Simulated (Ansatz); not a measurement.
# CH₅AsS: small, medium and large basis sets

The task here is to estimate one member of a computed series from the others.

Computed with Ansatz 0.2.0, Gaussian basis. Level: one geometry, several basis sets.

Levels to be run: PBE0-D4/def2-SVP; ωB97M-V/def2-SVP; PBE0-D4/def2-QZVPP; ωB97M-V/def2-QZVPP; the functionals' def2-TZVPP values are taken from earlier runs.

### Structure used throughout

The geometry comes from an earlier relaxation with PBE0-D4 in a triple-zeta def2 set; it is a stationary point, not always the lowest conformer.

SMILES `CS[AsH2]`, 8 atoms, charge 0, spin multiplicity 1.

Atoms are counted from 1 here; the program's logs count them from 0.

Bond lengths: C1–S2 1.810 Å, C1–H4 1.090 Å, C1–H5 1.089 Å, C1–H6 1.091 Å, S2–As3 2.233 Å, As3–H7 1.524 Å, As3–H8 1.524 Å. Angles: S2–C1–H4 111.5°, S2–C1–H5 111.5°, S2–C1–H6 106.0°, H4–C1–H5 110.0°, H4–C1–H6 108.8°, H5–C1–H6 108.8°, C1–S2–As3 99.1°, S2–As3–H7 96.4°, S2–As3–H8 96.3°, H7–As3–H8 91.8°.

Set-up of the first run:

Contents of in.yaml:

```yaml
crystal:
  periodic: [false, false, false]
  atoms:
    - {symbol: C, position_ang: [-0.755158, 1.116455, -0.422606]}
    - {symbol: S, position_ang: [-0.246729, 0.110352, 0.993412]}
    - {symbol: As, position_ang: [1.036562, -1.375842, -0.070794]}
    - {symbol: H, position_ang: [-1.316689, 0.529516, -1.148949]}
    - {symbol: H, position_ang: [0.099735, 1.588986, -0.905172]}
    - {symbol: H, position_ang: [-1.406230, 1.894347, -0.020738]}
    - {symbol: H, position_ang: [2.210153, -1.310713, 0.898916]}
    - {symbol: H, position_ang: [0.470456, -2.610203, 0.620031]}
basis:
  gaussian: {orbitals: def2-SVP}
hamiltonian: {xc: pbe0, dispersion: d4}
output: {orbitals: {seedname: orbitals}}
```

Among the steps run: PBE0-D4 in def2-SVP; ωB97M-V in def2-SVP; PBE0-D4 in def2-QZVPP; ωB97M-V in def2-QZVPP.

One of the session's tables, all rows but one given; the rest of the session is left out.

It belongs to the step «Density functionals: the series». 

| functional | basis | HOMO (eV) |
| --- | --- | --- |
| PBE0-D4 | def2-SVP | -6.63 |
| PBE0-D4 | def2-TZVPP | -6.73 |
| PBE0-D4 | def2-QZVPP | -6.76 |
| ωB97M-V | def2-SVP | -8.79 |
| ωB97M-V | def2-TZVPP | ? |
| ωB97M-V | def2-QZVPP | -8.95 |

Estimate the missing values for ωB97M-V, def2-TZVPP.

**Answer.** HOMO (eV): -8.92. In the column «HOMO (eV)» it lies between ωB97M-V, def2-QZVPP (-8.95) and ωB97M-V, def2-SVP (-8.79).
